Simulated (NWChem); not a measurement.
# CH5BOSi (SMILES B[SiH2]C=O) at BP86-D3(BJ)/def2-SVP

Wanted: a geometry optimisation of CH5BOSi. 

Program for the calculation: NWChem 7.3.0.

**1. The molecule**

CH5BOSi: 9 atoms, total charge 0, spin state singlet. SMILES: `B[SiH2]C=O`. Geometry: relaxed at PBE0-D4/def2-TZVP. This is one conformer, not always the lowest. The run starts from this shape.

Bond lengths: B1–Si2 2.006 Å, Si2–C3 1.933 Å, C3–O4 1.202 Å, B1–H5 1.196 Å, B1–H6 1.194 Å, Si2–H7 1.484 Å, Si2–H8 1.495 Å, C3–H9 1.118 Å. Some angles: B1–Si2–C3 108.4°, Si2–C3–O4 123.6°, B1–Si2–H7 117.0°, B1–Si2–H8 106.3°, C3–Si2–H7 108.9°, C3–Si2–H8 105.6°, Si2–B1–H5 119.1°, Si2–B1–H6 123.0°, Si2–C3–H9 116.8°, O4–C3–H9 119.6°.

**2. A structure relaxation at BP86-D3(BJ)/def2-SVP**

The input, geom.nw:

```
start geom
memory 2200 mb
geometry
  B     -0.950100     0.850000    -1.073100
  Si     0.610800    -0.206000    -0.386500
  C      0.330600    -0.553700     1.494500
  O      1.022800    -0.098400     2.365800
  H     -2.057600     0.518200    -0.767000
  H     -0.828800     1.799400    -1.786900
  H      1.958100     0.387600    -0.570700
  H      0.542000    -1.540900    -1.055900
  H     -0.539200    -1.202400     1.762900
end
basis spherical bse
  * library def2-SVP
end
dft
  xc becke88 perdew86
  mult 1
  disp vdw 4
  grid fine
  convergence energy 1e-07
  maxiter 100
  mulliken
  print low
end
driver
  maxiter 60
end
freq
  temp 3 298.15 400 700
end
task dft optimize
task dft frequencies
```

The run is started by

```console
$ nwchem geom.nw > geom.out
```

Q: Predict the results. Wanted: total energy at the end; dispersion energy; lowest harmonic wavenumber; highest harmonic wavenumber; zero-point energy; ideal-gas entropy at 298.15 K.

Computed results:

At BP86-D3(BJ)/def2-SVP:

| quantity | value |
| --- | --- |
| total energy at the end | -430.44132 Eh |
| dispersion energy | -26.53 kJ/mol |
| lowest harmonic wavenumber | 53 cm⁻¹ |
| highest harmonic wavenumber | 2710 cm⁻¹ |
| zero-point energy | 138.3 kJ/mol |
| ideal-gas entropy at 298.15 K (symmetry number 1 as used) | 79.2 cal/(mol K) |

**Reading.** At the final geometry: Bond lengths: B1–Si2 2.002 Å, Si2–C3 1.982 Å, C3–O4 1.213 Å, B1–H5 1.216 Å, B1–H6 1.215 Å, Si2–H7 1.501 Å, Si2–H8 1.507 Å, C3–H9 1.138 Å. Some angles: B1–Si2–C3 103.1°, Si2–C3–O4 123.4°, B1–Si2–H7 116.7°, B1–Si2–H8 113.8°, C3–Si2–H7 106.9°, C3–Si2–H8 104.7°, Si2–B1–H5 120.2°, Si2–B1–H6 121.0°, Si2–C3–H9 115.8°, O4–C3–H9 120.8°. All 21 modes are real, so the shape is a minimum at this level. The optimisation took 20 steps and changed the energy by -0.059 eV.
